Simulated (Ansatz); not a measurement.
# W: the cost of one run

Method: DFT PBEsol, plane waves, PAW, scalar-relativistic, no spin polarisation, in Ansatz 0.2.0.

## 1. The starting structure

The cell holds 15 atoms (W15): a = 6.320 Å, b = 6.320 Å, c = 6.320 Å, α = 90.00°, β = 90.00°, γ = 90.00°.

Coordinates:

```xyz
15
Lattice="6.3200 0.0000 0.0000 0.0000 6.3200 0.0000 0.0000 0.0000 6.3200" Properties=species:S:1:pos:R:3 pbc="T T T"
W     3.1913   -0.0041   -0.0016
W     0.0104    3.2025    0.0055
W     0.0234   -0.0258    3.1759
W     1.5337    1.5853    1.5556
W     3.1633    3.1627    0.0316
W     3.1810    0.0050    3.1932
W     4.7291    1.6204    1.5875
W    -0.0431    3.1660    3.1497
W     1.5703    4.8109    1.6327
W     1.5830    1.5881    4.7382
W     3.1362    3.1318    3.1581
W     4.7265    4.7365    1.5781
W     4.7360    1.5671    4.7627
W     1.5445    4.7913    4.7633
W     4.7289    4.7662    4.7707
```

## 2. End point A

input.yaml

```yaml
crystal:
  lattice:
    - [6.32, 0.0, 0.0]
    - [0.0, 6.32, 0.0]
    - [0.0, 0.0, 6.32]
  atoms:
    - { symbol: W, position: [0.5049579, -0.0006471, -0.0002547] }
    - { symbol: W, position: [0.0016452, 0.5067285, 0.0008751] }
    - { symbol: W, position: [0.0037029, -0.0040889, 0.5025117] }
    - { symbol: W, position: [0.2426779, 0.2508385, 0.2461412] }
    - { symbol: W, position: [0.5005207, 0.5004265, 0.005002] }
    - { symbol: W, position: [0.5033225, 0.000791, 0.5052524] }
    - { symbol: W, position: [0.7482754, 0.2563889, 0.251189] }
    - { symbol: W, position: [-0.0068243, 0.5009553, 0.4983753] }
    - { symbol: W, position: [0.2484611, 0.7612195, 0.2583447] }
    - { symbol: W, position: [0.2504712, 0.251289, 0.749713] }
    - { symbol: W, position: [0.4962411, 0.4955406, 0.4996927] }
    - { symbol: W, position: [0.7478663, 0.7494517, 0.2496943] }
    - { symbol: W, position: [0.7493625, 0.2479658, 0.7535866] }
    - { symbol: W, position: [0.2443781, 0.7581181, 0.753685] }
    - { symbol: W, position: [0.7482495, 0.7541377, 0.754864] }
basis:
  ecutwfc: 420.0
kpoints:
  mp_grid: { grid: [3, 3, 3] }
hamiltonian:
  xc: pbesol
  pseudopotentials: { kind: paw, azcp: { folder: soft_1 } }
scf:
  occupations: { method: gaussian, width: 0.15 }
  lower_state_search: "off"
relax:
  f_tol: 0.03
  max_steps: 60
  adjacent_minimum: "off"
```

Run with:

```
> ansatz run input.yaml --threads 4 --pin off --max-ram 10240MiB --backend cpu --events-out ev --progress --plain --runs-dir out
```

**Question.** How long does this run take on 4 threads of Arm Neoverse V2, shared host, and how much memory does it need?

About 38 s, with a peak of 1 GiB.
